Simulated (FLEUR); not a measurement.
## HPbNO4 under changes of volume

One of the cells (14.059 Å³/atom); the others are scaled copies at fixed shape and fractional positions:

```
H Pb N O
1.0
     3.85707    0.00178   -0.03658
     0.17353    4.33436   -0.01647
     0.75803    0.83873    5.87662
H Pb N O
1 1 1 4
Direct
  0.61511 0.89559 0.19844
  0.64597 0.44651 0.91685
  0.71474 0.23810 0.50058
  0.16958 0.47007 0.77768
  0.62919 0.97045 0.49845
  0.56424 0.92583 0.03849
  0.78022 0.42250 0.31951
```

The cell was built by a generator and needn't be a form met in nature.

```yaml
Program: FLEUR MaX-R8.1 (later development tree)
Functional: PBE
Potentials_or_basis: all-electron
Basis: FLAPW
Kmax: 6.3 1/bohr
k_mesh: 4 × 3 × 3
Occupations: fermi-dirac, width 0.05 eV
Spin: no spin polarisation
```

```csv
volume (Å³/atom),energy over the lowest point (meV/atom),gap on the mesh (eV)
13.215,?,?
13.496,7.05,0.62
14.059,0.00,0.56
14.621,6.04,0.52
14.902,13.33,0.49
```

Task: What does the run at 13.215 Å³/atom give?

Result: Energy over the lowest point 16.73 meV/atom; gap on the mesh 0.65 eV.

Worked out: A Birch-Murnaghan fit of order 2 (a polynomial in V^(-2/3)) to the other rows has its minimum at 14.06 Å³/atom with B0 = V·E''(V) = 94 GPa at fixed shape and positions, which overstates the stiffness. It gives 16.43 meV/atom at 13.215 Å³/atom, against the run's 16.73. A straight line through the other rows of the gap, of slope -1.27 eV per unit of ln V, extrapolates to 0.64 eV, against the run's 0.65.

Energies are extrapolated to zero smearing.

Caveats: all runs use coarse meshes; the plane-wave cutoff is short for the small spheres of the light atoms, so energies, forces and moduli aren't converged; spin-orbit coupling is left out, which as a rule narrows the gap of such compounds by several tenths of an eV; an odd mesh through Γ misses points on the zone boundary, where band edges often lie.
